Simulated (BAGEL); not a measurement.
# ROHF/6-31G(d) (density fitting with qzvpp-jkfit, spherical functions) run of BH2SO2 (SMILES OB(O)[S])

What is the energy change on altering one bond length of BH2SO2 at ROHF/6-31G* (density fitting with qzvpp-jkfit, spherical functions)? 

The results are computed with BAGEL 1.2.2.

### 1 The system as given

BH2SO2: 6 atoms, total charge 0, spin state doublet. As SMILES, `OB(O)[S]`. Geometry: relaxed at PBE0-D4/def2-TZVP. This is one conformer, not always the lowest.

Bond lengths: O1–B2 1.365 Å, B2–O3 1.355 Å, B2–S4 1.820 Å, O1–H5 0.959 Å, O3–H6 0.962 Å. Angles: O1–B2–O3 119.9°, O1–B2–S4 121.8°, O3–B2–S4 118.3°, B2–O1–H5 115.3°, B2–O3–H6 112.1°.

### 2 The energy at ROHF/6-31G(d) (density fitting with qzvpp-jkfit, spherical functions)

input.json reads:

```json
{ "bagel": [

{
  "title": "molecule",
  "basis": "6-31gs.json",
  "df_basis": "qzvpp-jkfit",
  "angstrom": "true",
  "geometry": [
    { "atom": "O", "xyz": [    0.166800,    1.048300,   -0.381600 ] },
    { "atom": "B", "xyz": [   -0.131800,   -0.234300,   -0.021200 ] },
    { "atom": "O", "xyz": [    0.605100,   -0.858600,    0.929400 ] },
    { "atom": "S", "xyz": [   -1.507300,   -1.149900,   -0.785000 ] },
    { "atom": "H", "xyz": [   -0.396500,    1.425800,   -1.059600 ] },
    { "atom": "H", "xyz": [    1.306000,   -0.295400,    1.271800 ] }
  ]
},
{
  "title": "rohf",
  "charge": 0,
  "nopen": 1
},
{
  "title": "print",
  "file": "orbitals.molden",
  "orbitals": "true"
}

]}
```

The basis set 6-31G* is read from a file made from the Basis Set Exchange's data (not shown).

Started as:

```
$ BAGEL_NUM_THREADS=1 BAGEL input.json > input.out
```

The program printed:

```text
* using 1 threads per process

  ===============================================================
  ===============================================================

  *** Geometry ***

  { "atom" : "O", "xyz" : [      0.315206,      1.981000,     -0.721119 ] },
  { "atom" : "B", "xyz" : [     -0.249066,     -0.442763,     -0.040062 ] },
  { "atom" : "O", "xyz" : [      1.143473,     -1.622519,      1.756311 ] },
  { "atom" : "S", "xyz" : [     -2.848384,     -2.172996,     -1.483435 ] },
  { "atom" : "H", "xyz" : [     -0.749276,      2.694372,     -2.002354 ] },
  { "atom" : "H", "xyz" : [      2.467982,     -0.558225,      2.403354 ] },

  Number of auxiliary basis functions:      393

  Since a DF basis is specified, we compute 2- and 3-index integrals:
    o Being stored without compression. Storage requirement is 0.013 GB

  Number of basis functions:       64
  Number of electrons      :       39

    * METHOD: MOLECULE                             0.14

  *** Open-shell HF ***

  === Nuclear Repulsion ===
   137.8935315826

      * DIIS with orbital gradients will be used.

  === ROHF iteration (6-31gs.json) ===
      0       -572.95167962          0.05517659           0.06
      1       -573.11207804          0.03371168           0.06
      2       -573.16217619          0.02028931           0.06
      3       -573.19020914          0.00103119           0.06
      4       -573.19037081          0.00020800           0.06
      5       -573.19038160          0.00006424           0.06
      6       -573.19038277          0.00002456           0.06
      7       -573.19038314          0.00001222           0.06
      8       -573.19038321          0.00000391           0.06
      9       -573.19038324          0.00000151           0.06
     10       -573.19038325          0.00000078           0.06
     11       -573.19038325          0.00000041           0.06
     12       -573.19038326          0.00000023           0.06
     13       -573.19038326          0.00000013           0.06
     14       -573.19038326          0.00000006           0.06
     15       -573.19038326          0.00000003           0.06
     16       -573.19038326          0.00000001           0.06
     17       -573.19038326          0.00000001           0.06
     18       -573.19038326          0.00000001           0.06
    * SCF iteration converged.

    * S^2 (ROHF) is 0.7500

    * Permanent dipole moment:
           (   -0.262112,    -0.783657,     0.150110) a.u.

    * METHOD: ROHF                                 1.26

    * METHOD: PRINT                                0.01

  ===============================================================
```

It took 1.5 s on 1 thread of Arm Neoverse V1, shared host; peak memory 0.082 GiB.

### 3 The distorted shape, same level

input.json reads:

```json
{ "bagel" : [

{
  "title" : "molecule",
  "basis" : "6-31gs.json",
  "df_basis" : "qzvpp-jkfit",
  "angstrom" : true,
  "geometry" : [
    { "atom" : "O", "xyz" : [    0.211585,    1.240667,   -0.435654 ] },
    { "atom" : "B", "xyz" : [   -0.131800,   -0.234300,   -0.021200 ] },
    { "atom" : "O", "xyz" : [    0.605100,   -0.858600,    0.929400 ] },
    { "atom" : "S", "xyz" : [   -1.507300,   -1.149900,   -0.785000 ] },
    { "atom" : "H", "xyz" : [   -0.351715,    1.618167,   -1.113654 ] },
    { "atom" : "H", "xyz" : [    1.306000,   -0.295400,    1.271800 ] }
  ]
},
{
  "title" : "rohf",
  "nopen" : 1
},
{
  "title" : "print",
  "file" : "orbitals.molden",
  "orbitals" : true
}

]}
```

The basis set 6-31G* is read from a file made from the Basis Set Exchange's data (not shown).

Started as:

```
$ BAGEL_NUM_THREADS=1 BAGEL input.json > input.out
```

The program printed:

```text
* using 1 threads per process

  ===============================================================
  ===============================================================

  *** Geometry ***

  { "atom" : "O", "xyz" : [      0.399838,      2.344521,     -0.823267 ] },
  { "atom" : "B", "xyz" : [     -0.249066,     -0.442763,     -0.040062 ] },
  { "atom" : "O", "xyz" : [      1.143473,     -1.622519,      1.756311 ] },
  { "atom" : "S", "xyz" : [     -2.848384,     -2.172996,     -1.483435 ] },
  { "atom" : "H", "xyz" : [     -0.664645,      3.057892,     -2.104501 ] },
  { "atom" : "H", "xyz" : [      2.467982,     -0.558225,      2.403354 ] },

  Number of auxiliary basis functions:      393

  Since a DF basis is specified, we compute 2- and 3-index integrals:
    o Being stored without compression. Storage requirement is 0.013 GB

  Number of basis functions:       64
  Number of electrons      :       39

    * METHOD: MOLECULE                             0.14

  *** Open-shell HF ***

  === Nuclear Repulsion ===
   132.9702127185

      * DIIS with orbital gradients will be used.

  === ROHF iteration (6-31gs.json) ===
      0       -572.91046494          0.05685593           0.06
      1       -573.06830467          0.03695918           0.06
      2       -573.12493631          0.02387015           0.06
      3       -573.16405663          0.00118683           0.06
      4       -573.16426698          0.00051457           0.06
      5       -573.16429695          0.00009942           0.06
      6       -573.16429944          0.00003649           0.06
      7       -573.16430003          0.00001478           0.05
      8       -573.16430019          0.00000581           0.06
      9       -573.16430024          0.00000380           0.06
     10       -573.16430026          0.00000195           0.06
     11       -573.16430026          0.00000069           0.06
     12       -573.16430025          0.00000028           0.06
     13       -573.16430025          0.00000009           0.06
     14       -573.16430025          0.00000003           0.06
     15       -573.16430025          0.00000001           0.06
     16       -573.16430025          0.00000001           0.06
    * SCF iteration converged.

    * S^2 (ROHF) is 0.7500

    * Permanent dipole moment:
           (   -0.166795,    -0.409027,     0.051949) a.u.

    * METHOD: ROHF                                 1.07

    * METHOD: PRINT                                0.01

  ===============================================================
```

Wall time 1.4 s (1 thread of Arm Neoverse V1, shared host); peak memory 0.082 GiB.

### 4 Results

At ROHF/6-31G* (density fitting with qzvpp-jkfit, spherical functions):

| quantity | value |
| --- | --- |
| first shape: total energy | -573.19038 Eh |
| first shape: dipole moment | 2.13 D |
| first shape: ⟨S²⟩ | 0.750 |
| distorted shape: total energy | -573.16430 Eh |
| distorted shape: dipole moment | 1.13 D |
| distorted shape: ⟨S²⟩ | 0.750 |
| energy change with the O1–B2 bond stretched from 1.365 to 1.570 Å | 0.710 eV |

In words: With the O1–B2 bond stretched from 1.365 to 1.570 Å the energy rises by 0.71 eV (68.5 kJ/mol). The first shape isn't relaxed at this level, so the change isn't measured from a minimum.
